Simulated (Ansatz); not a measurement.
# Si16B: the cost of one run

Method: DFT PBE+D3(BJ), plane waves, PAW, scalar-relativistic, collinear spin, in Ansatz 0.2.0.

### Step 1. The starting structure

The cell holds 17 atoms (BSi16): a = 7.679 Å, b = 7.679 Å, c = 7.679 Å, α = 60.00°, β = 60.00°, γ = 60.00°.

As a file:

```cif
data_structure
_symmetry_space_group_name_H-M 'P 1'
_symmetry_Int_Tables_number 1
_cell_length_a 7.6792
_cell_length_b 7.6792
_cell_length_c 7.6792
_cell_angle_alpha 60.000
_cell_angle_beta 60.000
_cell_angle_gamma 60.000
_cell_volume 320.21
loop_
_atom_site_label
_atom_site_type_symbol
_atom_site_fract_x
_atom_site_fract_y
_atom_site_fract_z
_atom_site_occupancy
Si1 Si 0.00000 0.00000 0.00000 1
Si2 Si 0.12500 0.12500 0.12500 1
Si3 Si 0.00000 0.00000 0.50000 1
Si4 Si 0.12500 0.12500 0.62500 1
Si5 Si 0.00000 0.50000 0.00000 1
Si6 Si 0.12500 0.62500 0.12500 1
Si7 Si 0.00000 0.50000 0.50000 1
Si8 Si 0.12500 0.62500 0.62500 1
Si9 Si 0.50000 0.00000 0.00000 1
Si10 Si 0.62500 0.12500 0.12500 1
Si11 Si 0.50000 0.00000 0.50000 1
Si12 Si 0.62500 0.12500 0.62500 1
Si13 Si 0.50000 0.50000 0.00000 1
Si14 Si 0.62500 0.62500 0.12500 1
Si15 Si 0.50000 0.50000 0.50000 1
Si16 Si 0.62500 0.62500 0.62500 1
B1 B 0.24838 0.25074 0.24355 1
```

### Step 2. Relaxing the start

The input, input.yaml:

```yaml
crystal:
  lattice:
    - [0.0, 5.43, 5.43]
    - [5.43, 0.0, 5.43]
    - [5.43, 5.43, 0.0]
  atoms:
    - { symbol: Si, position: [0.0, 0.0, 0.0] }
    - { symbol: Si, position: [0.125, 0.125, 0.125] }
    - { symbol: Si, position: [0.0, 0.0, 0.5] }
    - { symbol: Si, position: [0.125, 0.125, 0.625] }
    - { symbol: Si, position: [0.0, 0.5, 0.0] }
    - { symbol: Si, position: [0.125, 0.625, 0.125] }
    - { symbol: Si, position: [0.0, 0.5, 0.5] }
    - { symbol: Si, position: [0.125, 0.625, 0.625] }
    - { symbol: Si, position: [0.5, 0.0, 0.0] }
    - { symbol: Si, position: [0.625, 0.125, 0.125] }
    - { symbol: Si, position: [0.5, 0.0, 0.5] }
    - { symbol: Si, position: [0.625, 0.125, 0.625] }
    - { symbol: Si, position: [0.5, 0.5, 0.0] }
    - { symbol: Si, position: [0.625, 0.625, 0.125] }
    - { symbol: Si, position: [0.5, 0.5, 0.5] }
    - { symbol: Si, position: [0.625, 0.625, 0.625] }
    - { symbol: B, position: [0.248379, 0.2507376, 0.2435501], spin: 1.0 }
magnetization:
  spin_polarized: true
basis:
  ecutwfc: 420.0
kpoints:
  mp_grid: { grid: [2, 2, 2] }
hamiltonian:
  xc: pbe
  dispersion: d3bj
scf:
  occupations: { method: fermi_dirac, width: 0.02 }
  lower_state_search: "off"
relax:
  f_tol: 0.08
  max_steps: 25
  adjacent_minimum: "off"
```

The run is started by

```console
$ ansatz run input.yaml --threads 1 --pin off --max-ram 3072MiB --backend cpu --events-out ev --progress --plain --runs-dir out
```

What time and memory should one allow on 1 thread of Arm Neoverse V1, shared host?

About 46 s, with a peak of 0.68 GiB.
